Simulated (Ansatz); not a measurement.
**CH₂OTe (SMILES C1O[Te]1): functionals against CCSD(T) at one geometry**

One table from this session's results is given with a row withheld; the runs are named, their logs left out.

Method: single points in def2-TZVPP; program: Ansatz 0.2.0, Gaussian basis.

Correlated methods freeze the cores. Filled d shells of the heavier atoms are correlated. Core potentials replace the inner electrons past krypton, and spin-orbit coupling is left out.

## Where the work starts

SMILES `C1O[Te]1`, 5 atoms, charge 0, spin multiplicity 1.

Atoms are counted from 1 here; the program's logs count them from 0.

Bond lengths: C1–O2 1.403 Å, C1–Te3 2.242 Å, C1–H4 1.233 Å, C1–H5 1.133 Å, O2–Te3 2.146 Å. Angles: O2–C1–Te3 67.7°, O2–C1–H4 119.0°, O2–C1–H5 119.4°, Te3–C1–H4 112.3°, Te3–C1–H5 120.2°, H4–C1–H5 111.7°, C1–O2–Te3 75.1°, C1–Te3–O2 37.2°.

As a file:

```xyz
5

C    -0.01360    0.35200   -0.09850
O    -0.84140   -0.28600    0.83810
Te    0.58440   -1.77960    0.25310
H    -0.43690    0.53740   -1.24110
H     0.66100    1.19740    0.24040
```

Set-up of the first run:

run/in.yaml reads:

```yaml
crystal:
  periodic: [false, false, false]
  atoms:
    - {symbol: C, position_ang: [-0.013600, 0.352000, -0.098500]}
    - {symbol: O, position_ang: [-0.841400, -0.286000, 0.838100]}
    - {symbol: Te, position_ang: [0.584400, -1.779600, 0.253100]}
    - {symbol: H, position_ang: [-0.436900, 0.537400, -1.241100]}
    - {symbol: H, position_ang: [0.661000, 1.197400, 0.240400]}
basis:
  gaussian: {orbitals: def2-TZVPP}
correlation: {method: ccsd_t}
output: {forces: true}
```

The command line of these runs was not kept.

Steps of the session up to this table: CCSD(T)/def2-TZVPP; PBE0-D4/def2-TZVPP; wB97M-V/def2-TZVPP; r2SCAN-D4/def2-TZVPP; PBE-D4/def2-TZVPP; B97M-V/def2-TZVPP; CAM-B3LYP-D4/def2-TZVPP.

One table of the session follows, with a row left open; its other results are not shown here.

```
      method  RMS force component (eV/Å)  angle to CCSD(T) forces (°)  dipole (D)
     CCSD(T)                       1.231                    reference        1.82
     PBE0-D4                       1.352                         12.1        1.87
     wB97M-V                       1.371                         11.0        1.94
   r2SCAN-D4                       1.245                          6.8        1.78
      PBE-D4                           ?                            ?           ?
      B97M-V                       1.323                          8.6        1.74
CAM-B3LYP-D4                       1.375                         11.6        1.99
```

**Question.** Estimate the row for PBE-D4.

The run gave: RMS force component (eV/Å): 1.089; angle to CCSD(T) forces (°): 4.8; dipole (D): 1.71. In the column «RMS force component (eV/Å)» it is the lowest.
